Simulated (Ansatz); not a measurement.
**Ti: response to strain**

Ti is deformed so: equal xx and yy strain of +1 %. What stress and forces result, by LAPW, PAW and all-electron datasets made for the crystal?

Method: DFT LDA, scalar-relativistic, in Ansatz 0.2.0.

### Step 1. The system as given

The structure is cubic, space group Fm-3m (No. 225). The conventional cell has a = 4.060 Å, b = 4.060 Å, c = 4.060 Å, α = 90.00°, β = 90.00°, γ = 90.00°. Ti (site symmetry m-3m) is surrounded by 12 Ti at 2.87 Å.

Structure file:

```
CELL_PARAMETERS angstrom
0.00000 2.03000 2.03000
2.03000 0.00000 2.03000
2.03000 2.03000 0.00000
ATOMIC_POSITIONS crystal
Ti 0.00000 0.00000 0.00000
```

### Step 2. After the deformation

Space group Fm-3m before, I4/mmm after.

### Step 3. LAPW, all electrons

input.yaml reads:

```yaml
crystal:
  lattice:
    - [0.0, 2.0503, 2.03]
    - [2.0503, 0.0, 2.03]
    - [2.0503, 2.0503, 0.0]
  atoms:
    - { symbol: Ti, position: [0.0, 0.0, 0.0] }
kpoints:
  mp_grid: { grid: [14, 14, 14] }
  band_path:
    path:
      - [0.0, 0.0, 0.0]
      - [0.0, 0.5, 0.5]
      - [0.25, 0.75, 0.5]
      - [0.0, 0.5, 0.0]
      - [0.0, 0.0, 0.0]
      - [0.5, 0.5, 0.0]
      - [0.3775125, 0.6224875, 0.0]
      - [-0.3775125, 0.3775125, 0.0]
      - [0.0, 0.0, 0.0]
    npoints: 5
scf:
  occupations: { method: fermi_dirac, width: 0.05 }
hamiltonian:
  xc: lda
  pseudopotentials: { kind: all_electron, lapw: { basis_error: 0.00025 } }
output:
  forces: true
  stress: true
  eigenvalues: true
```

Started as:

```console
> ansatz run input.yaml --threads 1 --pin off --max-ram 3072MiB --backend cpu --events-out ev --progress --plain --runs-dir out
```

### Step 4. PAW on the default files

input.yaml reads:

```yaml
crystal:
  lattice:
    - [0.0, 2.0503, 2.03]
    - [2.0503, 0.0, 2.03]
    - [2.0503, 2.0503, 0.0]
  atoms:
    - { symbol: Ti, position: [0.0, 0.0, 0.0] }
kpoints:
  mp_grid: { grid: [14, 14, 14] }
scf:
  occupations: { method: fermi_dirac, width: 0.05 }
hamiltonian:
  xc: lda
  pseudopotentials: { kind: paw }
output:
  forces: true
  stress: true
  eigenvalues: true
  efg: { contact_densities: true }
```

### Step 5. All-electron PAW on datasets made for the crystal

input.yaml: that of step 4 with these lines changed.

```diff
@@ -13,3 +13,3 @@
   xc: lda
-  pseudopotentials: { kind: paw }
+  pseudopotentials: { kind: all_electron, datasets: crystal }
 output:
```

(Steps that only read results are left out.)

**Question.** What will these runs give? Wanted: pressure; largest shear or deviatoric stress.

As calculated:

```
                                 quantity                                              value
                                 pressure  LAPW -6.88, PAW -6.89, crystal datasets -6.88 GPa
largest shear or deviatoric stress (LAPW)                                           0.17 GPa
```

What this shows: The largest part of the stress beyond the pressure is 0.17 GPa in size, in the zz component. No run of the undeformed cell stands beside it, so the pressure holds what the given cell had before the change. PAW: stress within 0.01 GPa of LAPW. Crystal datasets: stress within 0.01 GPa of LAPW.
